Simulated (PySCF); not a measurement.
# C4H12Ge (tetramethylgermane): the cost of one run

Computed with PySCF 2.14.0 and routines of our own; the level stands in each step. Atoms count from 0.

### Step 1. The starting structure

17 atoms, charge 0, multiplicity 1; geometry from: GFN2-xTB.

### Step 2. Relaxing the molecule at PBE0-D3(BJ)/def2-SVP

The job: settings as JSON, then the geometry in Å.

```
{"job": {"xc": "PBE0", "basis": "def2-SVP", "d3": "d3bj", "grid": 1, "maxiter": 30, "shake": 0.01, "kind": "geom"}, "charge": 0, "multiplicity": 1}
C     -0.452140    -1.024890    -1.649870
Ge    -0.007090    -0.005420    -0.003600
C     -0.041760     1.947900    -0.386990
C     -1.288380    -0.409650     1.422270
C      1.810780    -0.544380     0.593210
H     -1.466150    -0.716160    -2.006190
H     -0.456890    -2.072180    -1.473520
H      0.252060    -0.781780    -2.453690
H      0.238190     2.522320     0.529650
H     -1.008870     2.268760    -0.695290
H      0.682060     2.196960    -1.150050
H     -2.317510    -0.124910     1.126360
H     -1.356200    -1.463940     1.641910
H     -1.098830     0.129560     2.344810
H      1.846220    -1.612310     0.818650
H      2.554440    -0.306890    -0.152120
H      2.093560     0.008850     1.504630
```

On the command line:

```sh
$ OMP_NUM_THREADS=1 python heavy_run.py task.json out
```

One launch serves the whole session: the jobs run in the order shown.

Q: Estimate the wall time and peak memory of this first job on 1 thread of Arm Neoverse V2, shared host.

About 84 s, with a peak of 0.61 GiB.
